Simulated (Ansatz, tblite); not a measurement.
**Sn19H28 other rod (FeSn₁₉H₂₈): rung by rung**

One table from this session's results is given with a row withheld; the runs are named, their logs left out.

Program: Ansatz 0.2.0, Gaussian basis. Level of theory: as each input shows. These are calculated values, not measurements.

Levels to be run: GFN1-xTB, GFN2-xTB, PBE-D4/def2-SVP, r2SCAN-D4/def2-SVP, B97M-V/def2-SVP, PBE0-D4/def2-TZVP, PBE-D4/def2-TZVP, MP2/def2-SVP.

5 further runs of the same task are left out: 2 for a known fault of the program, 1 that didn't finish, 2 set aside as unsound or not needed.

## The relaxed structure

The geometry is that of the singlet, from an earlier relaxation (PBE-D4/def2-SVP, loosely relaxed).

48 atoms, charge 0, spin multiplicity 1.

Bond lengths: Fe1–Sn5 2.451 Å, Fe1–Sn7 2.554 Å, Fe1–Sn8 2.614 Å, Fe1–Sn15 2.298 Å, Fe1–Sn18 3.193 Å, Fe1–Sn20 2.590 Å, Sn2–Sn10 2.832 Å, Sn2–Sn11 2.827 Å, Sn2–Sn15 2.847 Å, Sn2–H21 1.745 Å, Sn3–Sn13 2.833 Å, Sn3–Sn14 2.810 Å, Sn3–Sn16 2.825 Å, Sn3–H22 1.746 Å, Sn4–Sn10 2.822 Å, Sn4–Sn12 2.819 Å, Sn4–Sn17 2.828 Å, Sn4–H23 1.746 Å and more. Angles: Sn5–Fe1–Sn7 100.7°, Sn5–Fe1–Sn8 113.0°, Sn5–Fe1–Sn15 94.2°, Sn5–Fe1–Sn18 62.6°, Sn5–Fe1–Sn20 137.8°, Sn7–Fe1–Sn8 146.0°, Sn7–Fe1–Sn15 97.9°, Sn7–Fe1–Sn18 116.6°, Sn7–Fe1–Sn20 69.7°, Sn8–Fe1–Sn15 84.5°, Sn8–Fe1–Sn18 77.4°, Sn8–Fe1–Sn20 81.8°, Sn15–Fe1–Sn18 140.6°, Sn15–Fe1–Sn20 127.4°, Sn18–Fe1–Sn20 84.4°, Sn10–Sn2–Sn11 117.9°, Sn10–Sn2–Sn15 100.8°, Sn10–Sn2–H21 114.1° and more.

Sn takes a core potential in the def2 sets. No spin-orbit coupling is included.

PBE0-D4/def2-SVP was run before; its log isn't repeated, and its numbers join the tables.

The first run:

Tight binding, by tblite at 300 K electronic temperature and without a spin-polarisation term:

```python
tblite.interface.Calculator('GFN1-xTB', numbers, positions, charge=0, uhf=0).singlepoint()
```

Tight binding, by tblite at 300 K electronic temperature and without a spin-polarisation term:

```python
tblite.interface.Calculator('GFN2-xTB', numbers, positions, charge=0, uhf=0).singlepoint()
```

start.molden holds the orbitals of an earlier run on this state, given as this run's starting guess.

Contents of in.yaml:

```yaml
crystal:
  periodic: [false, false, false]
  atoms:
    - {symbol: Fe, position_ang: [0.170512, -0.408530, 0.920182]}
    - {symbol: Sn, position_ang: [-1.777790, -2.369143, -3.375160]}
    - {symbol: Sn, position_ang: [-1.295091, -0.482423, 6.052657]}
    - {symbol: Sn, position_ang: [-1.328156, 2.078438, -4.583581]}
    - {symbol: Sn, position_ang: [-2.076556, 0.360608, 1.524361]}
    - {symbol: Sn, position_ang: [2.140485, -0.893470, -5.133564]}
    - {symbol: Sn, position_ang: [0.421012, -2.416617, 2.477756]}
    - {symbol: Sn, position_ang: [1.361001, 1.163697, -0.795573]}
    - {symbol: Sn, position_ang: [2.212459, 1.702968, 3.790274]}
    - {symbol: Sn, position_ang: [-3.165330, -0.005907, -4.091095]}
    - {symbol: Sn, position_ang: [0.439690, -3.131812, -4.953601]}
    - {symbol: Sn, position_ang: [0.584392, 1.084453, -6.400704]}
    - {symbol: Sn, position_ang: [-3.270796, 0.099209, 4.107496]}
    - {symbol: Sn, position_ang: [-0.396893, -2.986066, 5.147908]}
    - {symbol: Sn, position_ang: [-0.538125, -1.543574, -0.948301]}
    - {symbol: Sn, position_ang: [1.049438, 1.076360, 6.285142]}
    - {symbol: Sn, position_ang: [-0.246333, 3.059834, -2.161925]}
    - {symbol: Sn, position_ang: [-0.076252, 2.455291, 2.311064]}
    - {symbol: Sn, position_ang: [3.171539, 0.020328, -2.663125]}
    - {symbol: Sn, position_ang: [2.535863, -0.437052, 1.975476]}
    - {symbol: H, position_ang: [-2.816711, -3.690478, -2.906547]}
    - {symbol: H, position_ang: [-1.989198, -0.588162, 7.650906]}
    - {symbol: H, position_ang: [-2.279211, 3.298229, -5.393362]}
    - {symbol: H, position_ang: [-3.261170, 1.257818, 0.589542]}
    - {symbol: H, position_ang: [3.432941, -1.371334, -6.203970]}
    - {symbol: H, position_ang: [1.070029, -3.915881, 1.829845]}
    - {symbol: H, position_ang: [2.539045, 2.211221, 0.025239]}
    - {symbol: H, position_ang: [3.440829, 2.934877, 3.919702]}
    - {symbol: H, position_ang: [-4.149857, -0.404617, -5.468483]}
    - {symbol: H, position_ang: [-4.242066, 0.321192, -2.765687]}
    - {symbol: H, position_ang: [-0.161358, -3.632676, -6.504521]}
    - {symbol: H, position_ang: [1.143080, -4.524492, -4.190411]}
    - {symbol: H, position_ang: [-0.207958, 0.433859, -7.804977]}
    - {symbol: H, position_ang: [1.596920, 2.388095, -6.941838]}
    - {symbol: H, position_ang: [-4.364363, -1.253148, 4.223675]}
    - {symbol: H, position_ang: [-4.188620, 1.505588, 4.558203]}
    - {symbol: H, position_ang: [-1.699856, -4.134484, 5.044452]}
    - {symbol: H, position_ang: [0.879797, -3.733890, 6.057252]}
    - {symbol: H, position_ang: [0.705558, 2.586926, 7.076519]}
    - {symbol: H, position_ang: [2.162366, 0.211307, 7.304654]}
    - {symbol: H, position_ang: [-1.639505, 3.472998, -1.204543]}
    - {symbol: H, position_ang: [0.543571, 4.557605, -2.572139]}
    - {symbol: H, position_ang: [-1.321746, 3.077791, 3.377086]}
    - {symbol: H, position_ang: [0.113745, 3.656232, 1.068112]}
    - {symbol: H, position_ang: [3.965530, -1.360002, -1.950890]}
    - {symbol: H, position_ang: [4.451412, 1.102846, -3.147589]}
    - {symbol: H, position_ang: [2.305754, -1.930466, 3.232913]}
    - {symbol: H, position_ang: [4.107773, -0.937344, 1.419073]}
basis:
  gaussian: {orbitals: def2-SVP, fitting: {mean_field: def2-universal-jkfit}, initial_orbitals: start.molden}
hamiltonian: {xc: pbe, dispersion: d4}
scf: {omitted_lower_state_checks: [starts]}
output: {forces: true, orbitals: {seedname: orbitals}}
```

On the command line:

```console
$ ansatz run in.yaml --threads 4 --pin off --events-out ev --progress --plain --max-ram 46080MiB --backend cuda --devices 0, --max-vram 37GiB
```

Among the steps run: PBE-D4/def2-SVP; r2SCAN-D4/def2-SVP; B97M-V/def2-SVP; PBE0-D4/def2-TZVP; PBE-D4/def2-TZVP; MP2/def2-SVP.

One table of the session follows, with a row left open; its other results are not shown here.

It belongs to the step «Binding energy». 

```
             level  binding an atom (eV)
       HF/def2-SVP                 1.387
   PBE-D4/def2-SVP                 2.433
  PBE-D4/def2-TZVP                 2.438
r2SCAN-D4/def2-SVP                 2.403
   B97M-V/def2-SVP                     ?
  PBE0-D4/def2-SVP                 2.360
 PBE0-D4/def2-TZVP                 2.378
      MP2/def2-SVP                 2.152
```

**Question.** Estimate the row for B97M-V/def2-SVP.

As computed: binding an atom (eV): 2.465. In the column «binding an atom (eV)» it is the highest.

Caveats from the session: Free atoms were run apart at each level; binding is atoms less cluster, divided by the number of atoms, without zero-point or spin-orbit terms.
